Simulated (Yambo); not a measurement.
# MoSe (Pm-3m) in Yambo: a series of runs

Runs on MoSe. Level: PBE. Tasks: optical spectrum.

Program: Yambo 5.3.0. These are calculated values, not measurements. Logs are shortened: lines on timing, memory, paths and dates and some standing lists are left out, and cuts for length are marked.

### 1 Starting point

The structure is cubic, space group Pm-3m (No. 221). The conventional cell has a = 3.500 Å, b = 3.500 Å, c = 3.500 Å, α = 90.00°, β = 90.00°, γ = 90.00°. Mo (site symmetry m-3m) has 8 Se at 3.03 Å as nearest neighbours. Se (site symmetry m-3m) has 8 Mo at 3.03 Å as nearest neighbours.

The cell was built by a generator and needn't be a form met in nature.

### 2 Optical spectrum, PBE

Input file optics5.in:

```
optics
chi
tddft
Chimod= "LRC"
% BndsRnXd
 1 | 30 |
%
NGsBlkXd= 4 Ry
% LongDrXd
 1 | 0 | 0 |
%
% QpntsRXd
 1 | 1 |
%
% EnRngeXd
 0 | 10 | eV
%
% DmRngeXd
 0.2 | 0.2 | eV
%
ETStpsXd= 150
LRC_alpha= -0.1
```

Input file scf.in:

```
&CONTROL
  calculation = 'scf'
  prefix = 'pwscf'
  outdir = './tmp'
  pseudo_dir = './pseudo'
/
&SYSTEM
  ibrav = 0
  nat = 2
  ntyp = 2
  ecutwfc = 86
  nbnd = 22
  occupations = 'smearing'
  smearing = 'fd'
  degauss = 0.00367493
  force_symmorphic = .true.
/
&ELECTRONS
  conv_thr = 4d-10
  electron_maxstep = 120
  mixing_beta = 0.5
/
ATOMIC_SPECIES
Mo    95.9500 Mo.upf
Se    78.9710 Se.upf
CELL_PARAMETERS angstrom
   3.5002295900    0.0000000000    0.0000000000
   0.0000000000    3.5002295900    0.0000000000
   0.0000000000    0.0000000000    3.5002295900
ATOMIC_POSITIONS crystal
Mo     0.0000000000    0.0000000000    0.0000000000
Se     0.5000000000    0.5000000000    0.5000000000
K_POINTS automatic
8 8 8 0 0 0
```

Input file nscf.in:

```
&CONTROL
  calculation = 'nscf'
  prefix = 'pwscf'
  outdir = './tmp'
  pseudo_dir = './pseudo'
/
&SYSTEM
  ibrav = 0
  nat = 2
  ntyp = 2
  ecutwfc = 86
  nbnd = 35
  occupations = 'smearing'
  smearing = 'fd'
  degauss = 0.00367493
  force_symmorphic = .true.
/
&ELECTRONS
  conv_thr = 1d-08
  diago_full_acc = .true.
  diago_thr_init = 1d-06
/
ATOMIC_SPECIES
Mo    95.9500 Mo.upf
Se    78.9710 Se.upf
CELL_PARAMETERS angstrom
   3.5002295900    0.0000000000    0.0000000000
   0.0000000000    3.5002295900    0.0000000000
   0.0000000000    0.0000000000    3.5002295900
ATOMIC_POSITIONS crystal
Mo     0.0000000000    0.0000000000    0.0000000000
Se     0.5000000000    0.5000000000    0.5000000000
K_POINTS automatic
8 8 8 0 0 0
```

Potentials or basis: PseudoDojo 0.5 SR PBE standard.

Command:

```sh
$ OMP_NUM_THREADS=1 pw.x -in scf.in > scf.out
$ OMP_NUM_THREADS=1 pw.x -in nscf.in > nscf.out
$ cd tmp/pwscf.save; p2y; mv SAVE ../..; cd ../..
$ OMP_NUM_THREADS=1 yambo
$ OMP_NUM_THREADS=1 yambo -F optics5.in -J optics5 -C optics5_out
```

Yambo's report:

```text
[... sections 02.01 to 02.04 as in the set-up run ...]

[... 5 lines left out ...]
  [X] Bosonic    Temperature                        :  0.258606E-1   300.100    [eV K]
  [X] Finite Temperature mode                       : yes
  [X] El. density                                   :  0.69957E+24 [cm-3]
  [X] Fermi Level                                   :  13.17165 [eV]

  [X] === Gaps and Widths ===
  [X] Conduction Band Min                           :  13.17165 [eV]
  [X] Valence Band Max                              :  13.17165 [eV]
  [X] Filled Bands                                  :  13
  [X] Metallic Bands                                :  14  17
  [X] Empty Bands                                   :   18   35

  [X] === Metallic Characters ===
  [X] N of el / N of met el                         :  30.00000   3.69488
  [X] Average metallic occ.                         :  0.230930

  [WARNING] [X] Metallic system

 [03] Transferred momenta grid and indexing
 ==========================================

 IBZ Q-points                                      :   35
 BZ  Q-points                                      :   512

 K/Q-points units:
 rlu = crystal or reduced units; cc = cartesian coordinates; iku = interal k-units

 Q [ 1]         [rlu]:  0.000000  0.000000  0.000000
 Q [ 2]         [rlu]:  0.000000  0.000000  0.125000
 Q [ 3]         [rlu]:  0.000000  0.000000  0.250000
 Q [ 4]         [rlu]:  0.000000  0.000000  0.375000
 Q [ 5]         [rlu]:  0.000000  0.000000 -0.500000
 Q [ 6]         [rlu]:  0.000000  0.125000  0.125000
 Q [ 7]         [rlu]:  0.000000  0.125000  0.250000
 Q [ 8]         [rlu]:  0.000000  0.125000  0.375000
 Q [ 9]         [rlu]:  0.000000  0.125000 -0.500000
 Q [10]         [rlu]:  0.000000  0.250000  0.250000
 Q [11]         [rlu]:  0.000000  0.250000  0.375000
 Q [12]         [rlu]:  0.000000  0.250000 -0.500000
 Q [13]         [rlu]:  0.000000  0.375000  0.375000
 Q [14]         [rlu]:  0.000000  0.375000 -0.500000
 Q [15]         [rlu]:  0.000000 -0.500000 -0.500000
[... 18 lines left out ...]
 Q [34]         [rlu]:  0.375000 -0.500000 -0.500000
 Q [35]         [rlu]: -0.500000 -0.500000 -0.500000

 [WARNING] [Xd] User bands 1-30 break level degeneracy

 [04] Dipoles
 ============

  [04.01] Setup: observables and procedures
  =========================================

  [WF-Oscillators/G space/Transverse up loader] Normalization (few states)  min/max  :  0.68803E-17   1.0000

  [WR./optics5//ndb.dipoles]------------------------------------------------------
   Brillouin Zone Q/K grids (IBZ/BZ)                :    35   512    35   512
   RL vectors                                       :   4945 [WF]
   Fragmentation                                    : yes
   Electronic Temperature                           :  300.1000 [K]
   Bosonic    Temperature                           :  300.1000 [K]
   DIP band range                                   :   1  30
   DIP band range limits                            :  17  14
   DIP e/h energy range                             : -1.000000 -1.000000 [eV]
   RL vectors in the sum                            :   4945
   [r,Vnl] included                                 : yes
   Bands ordered                                    : yes
   Direct v evaluation                              : no
   Approach used                                    : G-space v
   Dipoles computed                                 : R V P [G-space]
   Wavefunctions                                    : Perdew, Burke & Ernzerhof(X)+Perdew, Burke & Ernzerhof(C)

  [WARNING] [r,Vnl^pseudo] included in position and velocity dipoles.

  [WARNING] In case H contains other non local terms, these are neglected

 [05] Optics
 ===========

 [X-CG] R(p) Tot o/o(of R):    6280  128845     100

 [WARNING] The system is a metal but Drude term not included.
```

Run time: 61 s. Hardware: 1 thread of Arm Neoverse V2, shared host; peak memory 0.4 GiB.

What came out:

```
Band gap on the k mesh, mean-field level : none (metal or under the smearing width)
```

Dielectric function (along the field direction of the input):
| energy (eV) | real part | imaginary part |
| --- | --- | --- |
| 0.27 | -0.73 | 179.48 |
| 0.47 | -14.57 | 100.13 |
| 0.74 | -5.63 | 50.20 |
| 1.01 | -1.38 | 38.93 |
| 1.21 | 0.43 | 36.00 |
| 1.48 | -3.09 | 30.52 |
| 1.74 | -5.28 | 25.91 |
| 2.01 | -3.87 | 20.30 |
| 2.21 | -4.66 | 20.25 |
| 2.48 | -7.05 | 16.12 |
| 2.75 | -5.80 | 11.76 |
| 2.95 | -3.41 | 10.69 |
| 3.22 | -3.65 | 10.15 |
| 3.49 | -2.10 | 9.61 |
| 3.76 | -3.19 | 9.39 |
| 3.96 | -2.61 | 8.09 |
| 4.23 | -2.60 | 8.27 |
| 4.50 | -2.83 | 7.46 |
| 4.70 | -2.86 | 6.80 |
| 4.97 | -2.93 | 6.53 |
| 5.23 | -2.89 | 5.21 |
| 5.50 | -2.49 | 5.58 |
| 5.70 | -3.22 | 4.70 |
| 5.97 | -2.45 | 3.57 |
| 6.24 | -2.14 | 3.26 |
| 6.44 | -1.66 | 2.87 |
| 6.71 | -1.23 | 2.85 |
| 6.98 | -1.07 | 2.75 |
| 7.25 | -0.63 | 2.44 |
| 7.45 | -0.35 | 2.52 |
| 7.72 | -0.08 | 2.60 |
| 7.99 | 0.26 | 2.82 |
| 8.19 | 0.23 | 3.02 |
| 8.46 | 0.20 | 3.35 |
| 8.72 | -0.21 | 3.55 |
| 8.99 | -0.52 | 3.17 |
| 9.19 | -0.24 | 3.01 |
| 9.46 | -0.49 | 3.46 |
| 9.73 | -0.44 | 3.06 |
| 10.00 | -0.90 | 3.56 |

Caveat: the intraband (Drude) term of the metal is left out; the ground state has no gap, which makes the many-body step unreliable; the long-range kernel's strength is typed, not fitted to the crystal's screening; spectra need much finer meshes, so this one isn't converged; independent-particle spectra lack excitons.

### 3 Optical spectrum, PBE

Input file optics6.in:

```
optics
chi
Chimod= "IP"
% BndsRnXd
 1 | 30 |
%
% LongDrXd
 1 | 1 | 0 |
%
% QpntsRXd
 1 | 1 |
%
% EnRngeXd
 0 | 10 | eV
%
% DmRngeXd
 0.3 | 0.3 | eV
%
ETStpsXd= 300
Gauge= "velocity"
```

scf.in is that of step 2.

nscf.in is that of step 2.

Potentials or basis: PseudoDojo 0.5 SR PBE standard.

Command:

```sh
$ OMP_NUM_THREADS=1 pw.x -in scf.in > scf.out
$ OMP_NUM_THREADS=1 pw.x -in nscf.in > nscf.out
$ cd tmp/pwscf.save; p2y; mv SAVE ../..; cd ../..
$ OMP_NUM_THREADS=1 yambo
$ OMP_NUM_THREADS=1 yambo -F optics6.in -J optics6 -C optics6_out
```

Yambo's report:

```text
[... sections 02.01 to 02.04 as in the set-up run ...]

[... 5 lines left out ...]
  [X] Bosonic    Temperature                        :  0.258606E-1   300.100    [eV K]
  [X] Finite Temperature mode                       : yes
  [X] El. density                                   :  0.69957E+24 [cm-3]
  [X] Fermi Level                                   :  13.17165 [eV]

  [X] === Gaps and Widths ===
  [X] Conduction Band Min                           :  13.17165 [eV]
  [X] Valence Band Max                              :  13.17165 [eV]
  [X] Filled Bands                                  :  13
  [X] Metallic Bands                                :  14  17
  [X] Empty Bands                                   :   18   35

  [X] === Metallic Characters ===
  [X] N of el / N of met el                         :  30.00000   3.69488
  [X] Average metallic occ.                         :  0.230930

  [WARNING] [X] Metallic system

 [03] Transferred momenta grid and indexing
 ==========================================

 IBZ Q-points                                      :   35
 BZ  Q-points                                      :   512

 K/Q-points units:
 rlu = crystal or reduced units; cc = cartesian coordinates; iku = interal k-units

 Q [ 1]         [rlu]:  0.000000  0.000000  0.000000
 Q [ 2]         [rlu]:  0.000000  0.000000  0.125000
 Q [ 3]         [rlu]:  0.000000  0.000000  0.250000
 Q [ 4]         [rlu]:  0.000000  0.000000  0.375000
 Q [ 5]         [rlu]:  0.000000  0.000000 -0.500000
 Q [ 6]         [rlu]:  0.000000  0.125000  0.125000
 Q [ 7]         [rlu]:  0.000000  0.125000  0.250000
 Q [ 8]         [rlu]:  0.000000  0.125000  0.375000
 Q [ 9]         [rlu]:  0.000000  0.125000 -0.500000
 Q [10]         [rlu]:  0.000000  0.250000  0.250000
 Q [11]         [rlu]:  0.000000  0.250000  0.375000
 Q [12]         [rlu]:  0.000000  0.250000 -0.500000
 Q [13]         [rlu]:  0.000000  0.375000  0.375000
 Q [14]         [rlu]:  0.000000  0.375000 -0.500000
 Q [15]         [rlu]:  0.000000 -0.500000 -0.500000
[... 18 lines left out ...]
 Q [34]         [rlu]:  0.375000 -0.500000 -0.500000
 Q [35]         [rlu]: -0.500000 -0.500000 -0.500000

 [WARNING] [Xd] User bands 1-30 break level degeneracy

 [04] Dipoles
 ============

  [04.01] Setup: observables and procedures
  =========================================

  [WF-Oscillators/G space/Transverse up loader] Normalization (few states)  min/max  :  0.68803E-17   1.0000

  [WR./optics6//ndb.dipoles]------------------------------------------------------
   Brillouin Zone Q/K grids (IBZ/BZ)                :    35   512    35   512
   RL vectors                                       :   4945 [WF]
   Fragmentation                                    : yes
   Electronic Temperature                           :  300.1000 [K]
   Bosonic    Temperature                           :  300.1000 [K]
   DIP band range                                   :   1  30
   DIP band range limits                            :  17  14
   DIP e/h energy range                             : -1.000000 -1.000000 [eV]
   RL vectors in the sum                            :   4945
   [r,Vnl] included                                 : yes
   Bands ordered                                    : yes
   Direct v evaluation                              : no
   Approach used                                    : G-space v
   Dipoles computed                                 : R V P [G-space]
   Wavefunctions                                    : Perdew, Burke & Ernzerhof(X)+Perdew, Burke & Ernzerhof(C)

  [WARNING] [r,Vnl^pseudo] included in position and velocity dipoles.

  [WARNING] In case H contains other non local terms, these are neglected

 [05] Optics
 ===========

 [X-CG] R(p) Tot o/o(of R):    6280  128845     100

 [WARNING] The system is a metal but Drude term not included.
```

Run time: 56 s. Hardware: 1 thread of Arm Neoverse V2, shared host; peak memory 0.25 GiB.

Results:

```
Band gap on the k mesh, mean-field level : none (metal or under the smearing width)
```

Dielectric function (along the field direction of the input):
```
energy (eV)  real part  imaginary part
       0.27      75.07           43.35
       0.60      30.52           52.17
       0.94      14.97           37.55
       1.27       9.82           31.78
       1.61       4.40           27.70
       1.94       1.01           22.60
       2.27      -0.71           20.43
       2.61      -3.33           16.10
       2.94      -2.30           12.58
       3.28      -2.14           11.10
       3.61      -1.84           10.33
       3.95      -2.05            8.91
       4.28      -1.99            8.27
       4.62      -2.09            7.47
       4.95      -2.23            6.82
       5.28      -2.18            5.79
       5.62      -2.39            5.38
       5.95      -2.16            4.15
       6.29      -1.64            3.50
       6.62      -1.00            3.19
       6.96      -0.64            3.05
       7.29      -0.18            2.88
       7.63       0.19            3.02
       7.96       0.44            3.26
       8.29       0.40            3.56
       8.63       0.18            3.76
       8.96      -0.05            3.69
       9.30      -0.03            3.87
       9.63      -0.56            3.86
      10.00      -1.12            3.90
```

Caveat: the intraband (Drude) term of the metal is left out; the ground state has no gap, which makes the many-body step unreliable; spectra need much finer meshes, so this one isn't converged; independent-particle spectra lack excitons.

### 4 Optical spectrum, PBE

Input file optics7.in:

```
optics
chi
Chimod= "HARTREE"
% BndsRnXd
 1 | 20 |
%
NGsBlkXd= 1 Ry
% LongDrXd
 1 | 0 | 0 |
%
% QpntsRXd
 1 | 1 |
%
% EnRngeXd
 0 | 15 | eV
%
% DmRngeXd
 0.3 | 0.3 | eV
%
ETStpsXd= 200
```

scf.in is that of step 3.

nscf.in is that of step 3.

Potentials or basis: PseudoDojo 0.5 SR PBE standard.

Command:

```sh
$ OMP_NUM_THREADS=1 pw.x -in scf.in > scf.out
$ OMP_NUM_THREADS=1 pw.x -in nscf.in > nscf.out
$ cd tmp/pwscf.save; p2y; mv SAVE ../..; cd ../..
$ OMP_NUM_THREADS=1 yambo
$ OMP_NUM_THREADS=1 yambo -F optics7.in -J optics7 -C optics7_out
```

Yambo's report:

```text
[... sections 02.01 to 02.04 as in the set-up run ...]

  [02.05] Energies & Occupations
  ==============================

  [X] === General ===
  [X] Electronic Temperature                        :  0.258606E-1   300.100    [eV K]
  [X] Bosonic    Temperature                        :  0.258606E-1   300.100    [eV K]
  [X] Finite Temperature mode                       : yes
  [X] El. density                                   :  0.69957E+24 [cm-3]
  [X] Fermi Level                                   :  13.17165 [eV]

  [X] === Gaps and Widths ===
  [X] Conduction Band Min                           :  13.17165 [eV]
  [X] Valence Band Max                              :  13.17165 [eV]
  [X] Filled Bands                                  :  13
  [X] Metallic Bands                                :  14  17
  [X] Empty Bands                                   :   18   35

  [X] === Metallic Characters ===
[... 27 lines left out ...]
 Q [14]         [rlu]:  0.000000  0.375000 -0.500000
 Q [15]         [rlu]:  0.000000 -0.500000 -0.500000
[... 18 lines left out ...]
 Q [34]         [rlu]:  0.375000 -0.500000 -0.500000
 Q [35]         [rlu]: -0.500000 -0.500000 -0.500000

 [WARNING] [Xd] User bands 1-20 break level degeneracy

 [04] Dipoles
 ============

  [04.01] Setup: observables and procedures
  =========================================

  [WF-Oscillators/G space/Transverse up loader] Normalization (few states)  min/max  :  0.12160E-16   1.0000

  [WR./optics7//ndb.dipoles]------------------------------------------------------
   Brillouin Zone Q/K grids (IBZ/BZ)                :    35   512    35   512
   RL vectors                                       :   4945 [WF]
   Fragmentation                                    : yes
   Electronic Temperature                           :  300.1000 [K]
   Bosonic    Temperature                           :  300.1000 [K]
   DIP band range                                   :   1  20
   DIP band range limits                            :  17  14
   DIP e/h energy range                             : -1.000000 -1.000000 [eV]
   RL vectors in the sum                            :   4945
   [r,Vnl] included                                 : yes
   Bands ordered                                    : yes
   Direct v evaluation                              : no
   Approach used                                    : G-space v
   Dipoles computed                                 : R V P [G-space]
   Wavefunctions                                    : Perdew, Burke & Ernzerhof(X)+Perdew, Burke & Ernzerhof(C)

  [WARNING] [r,Vnl^pseudo] included in position and velocity dipoles.

  [WARNING] In case H contains other non local terms, these are neglected

 [05] Optics
 ===========

 [X-CG] R(p) Tot o/o(of R):    2441   49415     100

 [WARNING] The system is a metal but Drude term not included.
```

It took 56 s on 1 thread of Arm Neoverse V2, shared host; peak memory 0.35 GiB.

What came out:

| Property | Result |
| --- | --- |
| Band gap on the k mesh, mean-field level | none (metal or under the smearing width) |

Dielectric function (along the field direction of the input):
```tsv
energy (eV)	real part	imaginary part
0.30	69.77	46.59
0.75	19.50	44.03
1.28	8.90	31.78
1.81	0.79	24.99
2.26	-1.83	20.48
2.79	-4.07	13.35
3.32	-2.81	10.57
3.84	-2.91	9.25
4.30	-2.88	8.21
4.82	-3.10	6.86
5.35	-3.07	5.50
5.80	-3.46	4.41
6.33	-2.72	3.17
6.86	-1.93	2.66
7.39	-1.31	2.34
7.84	-0.94	2.42
8.37	-0.77	2.69
8.89	-1.32	2.89
9.42	-1.64	2.40
9.87	-1.81	2.04
10.40	-1.58	1.15
10.93	-1.35	1.14
11.38	-1.26	0.74
11.91	-0.99	0.60
12.44	-0.86	0.43
12.96	-0.62	0.23
13.42	-0.40	0.17
13.94	-0.19	0.18
14.47	-0.10	0.25
15.00	-0.03	0.20
```

Caveat: the intraband (Drude) term of the metal is left out; the ground state has no gap, which makes the many-body step unreliable; spectra need much finer meshes, so this one isn't converged; these spectra lack excitons.

### 5 Overview

```tsv
direction of the field or of q to 0	broadening	kernel	top of the energy range	energy points	gap on the mesh (eV)
x	0.2 eV	long-range correction	10 eV	150	none
x + y	0.3 eV	none (independent particles)	10 eV	300	none
x	0.3 eV	Hartree (RPA with local fields)	15 eV	200	none
```

Alike in all rows: task optical spectrum; level PBE; potentials or basis PseudoDojo 0.5 SR PBE standard; no spin polarisation; cell as given; k mesh 8 × 8 × 8; cutoff (eV) 1170; smearing fermi-dirac 0.05 eV; other keys several, not listed.

Caveats: the intraband (Drude) term of the metal is left out; the ground state has no gap, which makes the many-body step unreliable; spectra need much finer meshes, so this one isn't converged; independent-particle spectra lack excitons (some runs); the long-range kernel's strength is typed, not fitted to the crystal's screening (some runs); these spectra lack excitons (some runs).

Total energies depend on the potentials used, so only differences within one code and one set of settings carry meaning.
